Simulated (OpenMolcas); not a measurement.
**Cu³⁺ with 6 ligands (water): CASSCF levels and susceptibility**

Which state of Cu³⁺ lies lowest among these ligands, how large is the field, and what χT follows?

Program: OpenMolcas 26.06. Level of theory: state-averaged CASSCF, spin-orbit coupling by RASSI with atomic mean-field integrals. These are calculated values, not measurements, unless marked.

1 further run of the same task is left out (set aside as unsound or not needed).

### 1 Starting point

* Species: Cu³⁺ (copper, Z = 29, 26 electrons)
* Basis: ANO-RCC-VTZP [6s5p3d2f1g], 203 functions with the ligands
* Scalar Hamiltonian: DKH2, point nucleus
* Inactive shells: 1s 2s 2p 3s 3p of the metal, and all ligand shells
* Active space: 8 electrons in 5 orbitals (3d)
* Some configurations of this space: 3d⁸
* Orbitals: optimised for each spin and parity, averaged over all roots

Outer shells as boxes (Hund's rule):

3d8
```
3d [↑↓][↑↓][↑↓][↑ ][↑ ]
```

Cu³⁺ is taken with 6 ligands (water) in octahedron coordination (Th) at 2.03 Å. Ligand basis ANO-RCC-VDZP. The distances are assumed, not relaxed.

```xyz
19

Cu    0.0000    0.0000    0.0000
O     2.0300    0.0000    0.0000
H     2.6070    0.7797    0.0000
H     2.6070   -0.7797    0.0000
O     0.0000    2.0300    0.0000
H     0.0000    2.6070    0.7797
H     0.0000    2.6070   -0.7797
O    -2.0300    0.0000    0.0000
H    -2.6070    0.7797    0.0000
H    -2.6070   -0.7797    0.0000
O     0.0000   -2.0300    0.0000
H     0.0000   -2.6070    0.7797
H     0.0000   -2.6070   -0.7797
O     0.0000    0.0000    2.0300
H     0.7797    0.0000    2.6070
H    -0.7797    0.0000    2.6070
O     0.0000    0.0000   -2.0300
H     0.7797    0.0000   -2.6070
H    -0.7797    0.0000   -2.6070
```

The work runs as a chain of OpenMolcas steps in one folder; each step below is one input file. Labels, J, g values, rates, χT and fits are worked out afterwards by a script from the matrices that RASSI stores.

### 2 GATEWAY and SEWARD: basis and integrals

The input, a.inp:

```
&GATEWAY
Coord
19

Cu 0.0 0.0 0.0
O 2.030000 0.000000 0.000000
H 2.606978 0.779741 0.000000
H 2.606978 -0.779741 0.000000
O 0.000000 2.030000 0.000000
H 0.000000 2.606978 0.779741
H 0.000000 2.606978 -0.779741
O -2.030000 0.000000 0.000000
H -2.606978 0.779741 0.000000
H -2.606978 -0.779741 0.000000
O 0.000000 -2.030000 0.000000
H 0.000000 -2.606978 0.779741
H 0.000000 -2.606978 -0.779741
O 0.000000 0.000000 2.030000
H 0.779741 0.000000 2.606978
H -0.779741 0.000000 2.606978
O 0.000000 0.000000 -2.030000
H 0.779741 0.000000 -2.606978
H -0.779741 0.000000 -2.606978
Basis=Cu.ANO-RCC-VTZP,H.ANO-RCC-VDZP,O.ANO-RCC-VDZP
Group=XYZ
NoMove
AngMom=0.0 0.0 0.0
AMFI
RICD
&SEWARD
```

Started as:

```
OMP_NUM_THREADS=1 MOLCAS_MEM=2457 MOLCAS_PROJECT=a pymolcas a.inp > a.log
```

Log:

```text
Basis set label: CU.ANO-RCC...6S5P3D2F1G.

      Electronic valence basis set:
      ------------------
      Associated Effective Charge  29.000000 au
      Associated Actual Charge     29.000000 au
      Nuclear Model: Point charge

      Shell  nPrim  nBasis  Cartesian Spherical Contaminant
         s      21       6        X
         p      15       5        X
         d      10       3                 X
         f       6       2                 X
         g       4       1                 X
                  Relativistic Douglas-Kroll-Hess integrals:
                    - DKH order of Hamiltonian: 2
                    - DKH order of Properties : 0
                  Atomic mean-field integrals
```

### 3 Reference wave functions, triplets of even parity, 10 roots

The input, a.inp:

```
&RASSCF
FileOrb=start.orb
Symmetry=1
Spin=3
nActEl=8 0 0
Inactive=18 21
Ras2=5 0
CIRoot=10 10 1
SDav=10
CIMx=300
Iter=150 100
PrWF=0.3
OrbListing=Nothing
MaxOrb=0
LevShft=1.0
>>> COPY $Project.JobIph JOB001
```

Started as:

```
OMP_NUM_THREADS=1 MOLCAS_MEM=2457 MOLCAS_PROJECT=a pymolcas a.inp > a.log
```

start.orb holds start orbitals that the driver prepared beforehand, or those of the step before.

Log, shortened:

```text
[...]
      Number of active orbitals                  5
[...]
      Spin quantum number                      1.0
[...]
      Active orbitals                            5   0
[...]
      Number of CSFs                            10
      Number of root(s) required                10
[...]
      Convergence after 18 iterations
[...]
      Natural orbitals and occupation numbers for root  1
      sym 1:   2.000000   1.000000   2.000000   2.000000   1.000000
      Natural orbitals and occupation numbers for root  2
      sym 1:   1.000312   2.000000   1.000312   1.999688   1.999688
      Natural orbitals and occupation numbers for root  3
      sym 1:   2.000000   1.000694   1.999306   1.999306   1.000694
::    RASSCF root number  1 Total energy:  -2108.68867793
::    RASSCF root number  2 Total energy:  -2108.65148388
::    RASSCF root number  3 Total energy:  -2108.65148388
[...]
::    RASSCF root number  7 Total energy:  -2108.62420563
::    RASSCF root number  8 Total energy:  -2108.54688624
::    RASSCF root number  9 Total energy:  -2108.54688624
::    RASSCF root number 10 Total energy:  -2108.54688624
```

### 4 Reference wave functions, singlets of even parity, 15 roots

The input, a.inp:

```
&RASSCF
FileOrb=start.orb
Symmetry=1
Spin=1
nActEl=8 0 0
Inactive=18 21
Ras2=5 0
CIRoot=15 15 1
SDav=15
CIMx=300
Iter=150 100
PrWF=0.3
OrbListing=Nothing
MaxOrb=0
LevShft=1.0
>>> COPY $Project.JobIph JOB002
```

Log, shortened:

```text
[...]
      Number of active orbitals                  5
[...]
      Spin quantum number                      0.0
[...]
      Active orbitals                            5   0
[...]
      Number of CSFs                            15
      Number of root(s) required                15
[...]
      Convergence after 16 iterations
[...]
      Natural orbitals and occupation numbers for root  1
      sym 1:   1.946628   1.042415   1.972988   1.995555   1.042415
      Natural orbitals and occupation numbers for root  2
      sym 1:   1.996819   1.042415   1.970459   1.947892   1.042415
      Natural orbitals and occupation numbers for root  3
      sym 1:   1.992063   1.658445   1.338249   1.723515   1.287728
::    RASSCF root number  1 Total energy:  -2108.60183137
::    RASSCF root number  2 Total energy:  -2108.60183137
::    RASSCF root number  3 Total energy:  -2108.56572044
[...]
::    RASSCF root number 12 Total energy:  -2108.50049189
::    RASSCF root number 13 Total energy:  -2108.50049189
::    RASSCF root number 14 Total energy:  -2108.50049189
::    RASSCF root number 15 Total energy:  -2108.34414144
```

### 5 RASSI: spin-orbit coupling between the states

The input, a.inp:

```
&RASSI
NrOfJobIphs=2 10 15
1 2 3 4 5 6 7 8 9 10
1 2 3 4 5 6 7 8 9 10 11 12 13 14 15
IphNames
JOB001
JOB002
EJob
SpinOrbit
DIPRint=1.0
SOCoupling=1000.0
Subsets=2
Property=9
'ANGMOM' 1 'ANGMOM' 2 'ANGMOM' 3 'MLTPL  1' 1 'MLTPL  1' 2 'MLTPL  1' 3
'AMFI' 1 'AMFI' 2 'AMFI' 3
SOProperty=3
'ANGMOM' 1 'ANGMOM' 2 'ANGMOM' 3
```

Started as:

```
OMP_NUM_THREADS=1 MOLCAS_MEM=2457 MOLCAS_PROJECT=a pymolcas a.inp > a.log
```

Log, shortened:

```text
SPIN-FREE ENERGIES:
  (Shifted by EMIN (a.u.) =      -2108.6886779320)
 SF State       Relative EMIN(au)   Rel lowest level(eV)    D:o, cm**(-1)
     1             0.0000000000        0.0000000000              0.0000
     2             0.0371940476        1.0121015944           8163.1499
     3             0.0371940476        1.0121015944           8163.1499
     4             0.0371940476        1.0121015944           8163.1499
     5             0.0644723064        1.7543808327          14150.0357
     6             0.0644723064        1.7543808327          14150.0357
     7             0.0644723064        1.7543808327          14150.0357
    11             0.0868465589        2.3632152574          19060.6165
    12             0.0868465589        2.3632152574          19060.6165
    13             0.1229574968        3.3458439371          26986.0513
[...]
Eigenvalues of complex Hamiltonian:
   -----------------------------------
  (Shifted by EMIN (a.u.) =      -2108.6886779320)
 SO State       Relative EMIN(au)   Rel lowest level(eV)    D:o, cm**(-1)
     1            -0.0008855597        0.0000000000              0.0000
     2            -0.0008855597        0.0000000000              0.0000
     3            -0.0008855597        0.0000000000              0.0000
     4             0.0346229440        0.9662356081           7793.2158
     5             0.0346229440        0.9662356079           7793.2157
     6             0.0356053245        0.9929675424           8008.8233
     7             0.0356053245        0.9929675422           8008.8233
     8             0.0356053245        0.9929675422           8008.8233
     9             0.0382885827        1.0659827181           8597.7304
    10             0.0382885827        1.0659827183           8597.7305
    11             0.0382885827        1.0659827183           8597.7305
[...]
```

Time for these steps: 58 s (1 thread of Arm Neoverse V1, shared host).

Spin-free states, with their symmetry labels:

```tsv
state	degeneracy	E (cm-1)
3A2	1	0
3T2	3	8163
3T1	3	14150
1E	2	19061
1T2	3	26986
1A1	1	30264
3T1	3	31120
1T1	3	33855
1E	2	40733
1T2	3	41302
1A1	1	75617
```

With spin-orbit coupling:

| E (cm-1) | Degeneracy | Label | 2S+1 |
| --- | --- | --- | --- |
| 0.0 | 3 | T2 | 3 |
| 7793 | 2 | E | 3 |
| 8009 | 3 | T1 | 3 |
| 8598 | 3 | T2 | 3 |
| 8792 | 1 | A2 | 3 |
| 13095 | 1 | A1 | 3 |
| 13846 | 3 | T1 | 3 |
| 14913 | 2 | E | 3 |
| 15016 | 3 | T2 | 3 |
| 19513 | 2 | E | 1 |
| 26844 | 3 | T2 | 1 |
| 30445 | 1 | A1 | 1 |
| 30994 | 2 | E | 3 |
| 31323 | 3 | T2 | 3 |
| 31690 | 3 | T1 | 3 |
| 32050 | 1 | A1 | 3 |
| 34087 | 3 | T1 | 1 |
| 40985 | 2 | E | 1 |
| 41540 | 3 | T2 | 1 |
| 75904 | 1 | A1 | 1 |

Powder χT (cm³ K/mol): 1.37 at 2 K, 1.37 at 5 K, 1.37 at 10 K, 1.37 at 20 K, 1.38 at 50 K, 1.39 at 100 K, 1.40 at 150 K, 1.41 at 200 K, 1.42 at 250 K, 1.43 at 300 K.

The orbitals of the open shell are 90 to 98 % metal; the Mulliken charge of the metal is +2.15 e.

### 6 Outcome

```
                                            quantity                            value
                                              method                           CASSCF
                              spin-free ground state  3A2, 1-fold in its orbital part
first state of the same spin within the active space                 3T2 at 8160 cm⁻¹
                                        lowest level                        3-fold T2
                                          next level                      7793.2 cm⁻¹
                                         χT at 300 K                   1.43 cm³ K/mol
                           effective moment at 300 K                          3.38 μB
```

**Reading.** The spin-free ground state (3A2) is 1-fold and keeps the highest spin of the shell. χT at 300 K is 1.43, against 1.00 cm³ K/mol for the spin alone, so orbital moment adds to it.
